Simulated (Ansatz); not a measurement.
# CH₄B₂S: one species, many methods

One table from this session's results is given with a row withheld; the runs are named, their logs left out.

The runs use Ansatz 0.2.0, Gaussian basis; functionals in def2-TZVPP, the program's frozen cores in correlated methods.

The runs, in order: LDA (SPW92), PBE-D4, revPBE-D4, BLYP-D4, r2SCAN-D4, B97M-V, PBE0-D4, B3LYP-D4, r2SCANh-D4, r2SCAN0-D4, HSE06-D4, BHLYP-D4, CAM-B3LYP-D4, LC-ωPBE, ωB97X-V, ωB97M-V, B2PLYP, PBE-QIDH; CCSD(T)/def2-SVP; CCSD(T)/def2-TZVPP; MP2/def2-QZVPP; extrapolation to the limit; RPA on PBE.

1 further run of the same task is left out (it didn't finish).

## The relaxed structure

All runs share one geometry, relaxed beforehand with PBE0-D4 in a triple-zeta def2 set.

SMILES `B1BSC1`, 8 atoms, charge 0, spin multiplicity 1.

Atoms are counted from 1 here; the program's logs count them from 0.

Bond lengths: B1–B2 1.631 Å, B1–C4 1.570 Å, B1–H5 1.197 Å, B2–S3 1.816 Å, B2–H6 1.185 Å, S3–C4 1.851 Å, C4–H7 1.089 Å, C4–H8 1.084 Å. Angles: B2–B1–C4 102.6°, B2–B1–H5 126.4°, C4–B1–H5 121.6°, B1–B2–S3 75.5°, B1–B2–H6 155.6°, S3–B2–H6 126.5°, B2–S3–C4 85.9°, B1–C4–S3 75.9°, B1–C4–H7 119.9°, B1–C4–H8 120.6°, S3–C4–H7 113.6°, S3–C4–H8 107.5°, H7–C4–H8 112.5°.

The first run:

Input file in.yaml:

```yaml
crystal:
  periodic: [false, false, false]
  atoms:
    - {symbol: B, position_ang: [-0.570566, 0.475720, -0.343029]}
    - {symbol: B, position_ang: [0.285765, 1.055996, 0.917901]}
    - {symbol: S, position_ang: [1.375406, -0.184883, 0.161459]}
    - {symbol: C, position_ang: [-0.182257, -1.045431, -0.349473]}
    - {symbol: H, position_ang: [-0.830694, 1.061059, -1.354022]}
    - {symbol: H, position_ang: [0.590354, 1.853792, 1.738828]}
    - {symbol: H, position_ang: [-0.095774, -1.579410, -1.294349]}
    - {symbol: H, position_ang: [-0.480034, -1.693943, 0.466886]}
basis:
  gaussian: {orbitals: def2-TZVPP}
hamiltonian: {xc: lda}
output: {orbitals: {seedname: orbitals}}
```

Launch:

```sh
$ ansatz run in.yaml --threads 2 --pin off --events-out ev --progress --plain --max-ram 4352MiB
```

Steps of the session up to this table: LDA; PBE-D4 (GGA); revPBE-D4 (GGA); BLYP-D4 (GGA); r2SCAN-D4 (meta-GGA); B97M-V (meta-GGA); PBE0-D4 (hybrid); B3LYP-D4 (hybrid); r2SCANh-D4 (hybrid); r2SCAN0-D4 (hybrid); HSE06-D4 (hybrid); BHLYP-D4 (hybrid); CAM-B3LYP-D4 (range-separated); LC-ωPBE (range-separated); ωB97X-V (range-separated); ωB97M-V (range-separated); B2PLYP (double hybrid); PBE-QIDH (double hybrid).

One of the session's tables, all rows but one given; the rest of the session is left out.

It belongs to the step «Frontier levels by functional». 

| functional | HOMO (eV) | LUMO (eV) | gap (eV) |
| --- | --- | --- | --- |
| LDA (SPW92) | -6.38 | -2.86 | 3.52 |
| PBE-D4 | -6.28 | -2.63 | 3.64 |
| revPBE-D4 | -6.23 | -2.54 | 3.69 |
| BLYP-D4 | -6.15 | -2.46 | 3.69 |
| r2SCAN-D4 | -6.50 | -2.37 | 4.12 |
| B97M-V | -6.55 | -2.38 | 4.17 |
| PBE0-D4 | -7.44 | -1.70 | 5.74 |
| B3LYP-D4 | -7.24 | -1.88 | 5.36 |
| r2SCANh-D4 | -6.93 | -2.04 | 4.89 |
| r2SCAN0-D4 | -7.57 | -1.55 | 6.03 |
| HSE06-D4 | -7.04 | -2.08 | 4.96 |
| BHLYP-D4 | -8.48 | -0.65 | 7.82 |
| CAM-B3LYP-D4 | -8.75 | -0.57 | 8.18 |
| LC-ωPBE | -10.09 | 0.54 | 10.63 |
| ωB97X-V | ? | ? | ? |
| ωB97M-V | -9.58 | 0.28 | 9.87 |

Estimate the missing values for ωB97X-V.

**Answer.** HOMO (eV): -9.73; LUMO (eV): 0.47; gap (eV): 10.21. In the column «HOMO (eV)» it lies between LC-ωPBE (-10.09) and ωB97M-V (-9.58).
